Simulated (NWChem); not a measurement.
# [SnH5]− (SMILES [H][Sn-]([H])([H])([H])[H]) at 6 levels

We compute a comparison of 6 runs (HF/STO-3G, HF/3-21G, HF/def2-SVP, CAM-B3LYP/STO-3G, r2SCAN/def2-SVP, CCSD(T)/def2-TZVP) of [SnH5]−. 

The calculation is run with NWChem 7.3.0.

## 1. The molecule

[SnH5]− has 6 atoms, charge -1, and is taken as a singlet. SMILES: `[H][Sn-]([H])([H])([H])[H]`. The shape comes from GFN2-xTB, which is rough for such elements, and wasn't checked as a minimum.

Bond lengths: Sn1–H2 1.885 Å, Sn1–H3 1.889 Å, Sn1–H4 1.782 Å, Sn1–H5 1.783 Å, Sn1–H6 1.782 Å. Angles: H2–Sn1–H3 179.8°, H2–Sn1–H4 90.0°, H2–Sn1–H5 89.9°, H2–Sn1–H6 90.0°, H3–Sn1–H4 90.0°, H3–Sn1–H5 89.9°, H3–Sn1–H6 90.2°, H4–Sn1–H5 120.0°, H4–Sn1–H6 120.0°, H5–Sn1–H6 119.9°.

## 2. Energy and forces at HF/STO-3G (run 1)

File run.py:

```python
from ase import Atoms
from ase.calculators.nwchem import NWChem

molecule = Atoms(['Sn', 'H', 'H', 'H', 'H', 'H'], positions=[
    [0.000450, -0.001410, 0.000420],
    [-0.020070, -0.006290, 1.885790],
    [0.020250, 0.010720, -1.888030],
    [1.782780, 0.010780, 0.018860],
    [-0.902470, 1.535970, -0.003420],
    [-0.880950, -1.549760, -0.013620],
])

calc = NWChem(
    label='calc',
    theory='scf',
    memory='2200 mb',
    basis='STO-3G',
    basispar='spherical bse',
    charge=-1,
    scf={'nopen': '0', 'rhf': None, 'thresh': '1e-08', 'maxiter': '80'},
)
molecule.calc = calc

forces = molecule.get_forces()
print(f"energy = {molecule.get_potential_energy():.6f} eV")
print("forces (eV/A):")
for s, f in zip(molecule.symbols, forces):
    print(f"{s:2s} {f[0]:10.5f} {f[1]:10.5f} {f[2]:10.5f}")
print("dipole (e A):", molecule.get_dipole_moment().round(4))
```

Started as:

```bash
$ export ASE_NWCHEM_COMMAND="nwchem PREFIX.nwi > PREFIX.nwo"
$ python run.py
```

Log:

```text
energy = -162341.373148 eV
forces (eV/A):
Sn   -0.00931    0.03898   -0.01954
H     0.02417   -0.00041   -1.82538
H    -0.01913   -0.02669    1.85227
H    -1.59146   -0.01502   -0.01589
H     0.80697   -1.37369    0.00561
H     0.78881    1.37683    0.00293
dipole (e A): [ 0.0006 -0.0034  0.0016]
```

The calculator wrote calc.nwi:

```
title "calc"

permanent_dir calc

scratch_dir calc

start calc

geometry units angstrom nocenter noautosym noautoz
  Sn 4.4999999999999999e-04 -1.4100000000000000e-03 4.2000000000000002e-04
  H  -2.0070000000000001e-02 -6.2899999999999996e-03 1.8857900000000001e+00
  H  2.0250000000000001e-02 1.0720000000000000e-02 -1.8880300000000001e+00
  H  1.7827800000000000e+00 1.0780000000000000e-02 1.8859999999999998e-02
  H  -9.0246999999999999e-01 1.5359700000000001e+00 -3.4199999999999999e-03
  H  -8.8095000000000001e-01 -1.5497600000000000e+00 -1.3620000000000000e-02
end

charge -1

memory 2200 mb

basis spherical bse noprint
   * library STO-3G
end

scf
  nopen 0
  rhf
  thresh 1e-08
  maxiter 80
end

task scf gradient
```

calc.nwo:

```text
Northwest Computational Chemistry Package (NWChem) 7.3.0
             --------------------------------------------------------

           Job information
           ---------------

    nwchem branch   = 7.3.0
    use scalapack   = T
    input           = calc.nwi
    prefix          = calc.
    data base       = calc/calc.db
    status          = startup
    nproc           =        1

           Memory information
           ------------------

    heap     =     72089596 doubles =      550.0 Mbytes
    stack    =     72089601 doubles =      550.0 Mbytes
    global   =    144179200 doubles =     1100.0 Mbytes (distinct from heap & stack)
    total    =    288358397 doubles =     2200.0 Mbytes
    verify   = yes
    hardfail = no

[... 125 lines left out ...]
 Convergence threshold     :          1.000E-08
[... 12 lines left out ...]
       Final RHF  results
[... 3 lines left out ...]
      One-electron energy =  -8413.752042120621
[... 1 line left out ...]
 Nuclear repulsion energy =     74.454844293922
[... 40 lines left out ...]
                       ROHF Final Molecular Orbital Analysis
[... 159 lines left out ...]
                 ----------------------------------------
                 |  Time  |  1-e(secs)   |  2-e(secs)   |
                 ----------------------------------------
                 |  CPU   |       0.00   |       0.18   |
                 ----------------------------------------
                 |  WALL  |       0.00   |       0.18   |
                 ----------------------------------------

 Task  times  cpu:        1.3s     wall:        1.3s
 Total times  cpu:        1.3s     wall:        1.3s
```

It took 2.2 s on 1 thread of Intel Xeon 6975P-C (Granite Rapids), shared host; peak memory 0.096 GiB.

## 3. Energy and gradient at HF/3-21G (run 2)

File struct.nw:

```
start struct
title "H5Sn"
memory 2200 mb
charge -1

geometry units atomic noautosym nocenter noautoz
  Sn     0.00085038    -0.00266451     0.00079368
  H     -0.03792680    -0.01188638     3.56362663
  H      0.03826695     0.02025786    -3.56785962
  H      3.36896594     0.02037125     0.03564023
  H     -1.70542114     2.90256264    -0.00646286
  H     -1.66475423    -2.92862196    -0.02573807
end

basis "ao basis" spherical bse
  * library 3-21G
end

scf
  thresh 1e-08
  maxiter 80
end

task scf gradient
```

Started as:

```bash
$ nwchem struct.nw > struct.out
```

Log:

```text
[...]
  functions       =    41
[...]
  wavefunction    = RHF
[...]
         Total SCF energy =  -5999.062888156188
      One-electron energy =  -8436.134622726478
      Two-electron energy =   2362.616895691932
 Nuclear repulsion energy =     74.454838878359
        Time for solution =      1.4s
[...]
                         RHF ENERGY GRADIENTS
    atom               coordinates                        gradient
                 x          y          z           x          y          z
   1 Sn      0.000850  -0.002665   0.000794    0.000081  -0.000531   0.000341
   2 H      -0.037927  -0.011886   3.563627   -0.000053   0.000088  -0.000925
   3 H       0.038267   0.020258  -3.567860   -0.000013   0.000216   0.000461
   4 H       3.368966   0.020371   0.035640   -0.004599   0.000031  -0.000046
   5 H      -1.705421   2.902563  -0.006463    0.002309  -0.003935  -0.000011
   6 H      -1.664754  -2.928622  -0.025738    0.002275   0.004130   0.000179
[...]
```

Run time: 2.3 s. Hardware: 1 thread of Intel Xeon 6975P-C (Granite Rapids), shared host; peak memory 0.096 GiB.

Runs 3 to 5 aren't shown in full; the table further down has their settings and results.

## 4. The energy at CCSD(T)/def2-TZVP (core potential) (run 6)

File m1.xyz:

```xyz
6
H5Sn energy
Sn     0.000450    -0.001410     0.000420
H     -0.020070    -0.006290     1.885790
H      0.020250     0.010720    -1.888030
H      1.782780     0.010780     0.018860
H     -0.902470     1.535970    -0.003420
H     -0.880950    -1.549760    -0.013620
```

File m1.nw:

```
start m1
title "H5Sn energy"
memory stack 880 mb heap 220 mb global 1100 mb
charge -1
geometry noautosym nocenter noautoz
load m1.xyz
end
basis spherical bse
* library def2-TZVP
end
ecp bse
Sn library def2-TZVP
end
scf
thresh 1e-08
maxiter 80
end
ccsd
freeze core 4
maxiter 60
end
task ccsd(t) energy
```

Started as:

```bash
$ nwchem m1.nw > m1.out
```

Log:

```text
[...]
  functions       =    80
[...]
  wavefunction    = RHF
[...]
         Total SCF energy =   -216.165022748201
      One-electron energy =   -451.937489022582
      Two-electron energy =    201.960851438539
 Nuclear repulsion energy =     33.811614835842
        Time for solution =      7.4s
[...]
 Total MP2 energy:           -216.525424233235327
[...]
             energy      energy      error      ampl     ampl      Block
                                                time     time      time
[...]
 Total CCSD energy:           -216.552325502296270
[...]
 Total CCSD+T(CCSD) energy:           -216.562482818845353
[...]
 Total CCSD(T) energy:                -216.561647912459563
[...]
```

Wall time 68 s (1 thread of Intel Xeon 6975P-C (Granite Rapids), shared host); peak memory 0.21 GiB.

## 5. All runs side by side

| run | level | core potential | iteration cap | energy (Eh) | HOMO energy (eV) | LUMO energy (eV) | HOMO–LUMO gap (eV) | wall time |
| --- | --- | --- | --- | --- | --- | --- | --- | --- |
| 1 | HF/STO-3G | – | 80 | -5965.935473 | 1.53 | 19.43 | 17.91 | 2.2 s |
| 2 | HF/3-21G | – | 80 | -5999.062888 | -2.46 | 9.62 | 12.08 | 2.3 s |
| 3 | HF/def2-SVP (core potential) | def2-SVP | 80 | -216.149290 | – | – | – | 3.6 s |
| 4 | CAM-B3LYP/STO-3G | – | 100 | -5968.281831 | – | – | – | 6 s |
| 5 | r2SCAN/def2-SVP (core potential) | def2-SVP | 100 | -217.291985 | 0.81 | 5.22 | 4.41 | 14 s |
| 6 | CCSD(T)/def2-TZVP (core potential) | def2-TZVP | 80 | -216.561648 | -2.81 | 7.35 | 10.15 | 68 s |

## 6. Outcome

| quantity | value |
| --- | --- |
| run 6: total energy | -216.56165 Eh |
| run 6: HOMO energy (Hartree–Fock orbitals) | -2.81 eV |
| run 6: LUMO energy (Hartree–Fock orbitals) | 7.35 eV |
| run 6: HOMO–LUMO gap (to an unbound level, set by the basis) | 10.15 eV |
| run 6: correlation energy (4 core orbitals frozen) | -396.6 mEh |
| run 6: (T) correction | -9.32 mEh |

In words: Over runs 1, 2, 5 the HOMO–LUMO gap runs from 4.41 eV (r2SCAN/def2-SVP) to 17.91 eV (HF/STO-3G). The two ends differ in method and basis and core potential. The empty levels of an anion lie above zero and hang on the basis. Totals of different functionals can't be ranked against each other. Some runs of one species differ in core potentials or relativity; totals across that change don't compare. In runs 1, 5 the HOMO lies above zero, so the outermost electron may be held by the basis alone. In runs 1, 4 the basis is minimal, so the values are rough. In runs 1, 2, 4 relativity is left out where basis or elements ask for it. All runs together took 96 s, the longest 68 s.
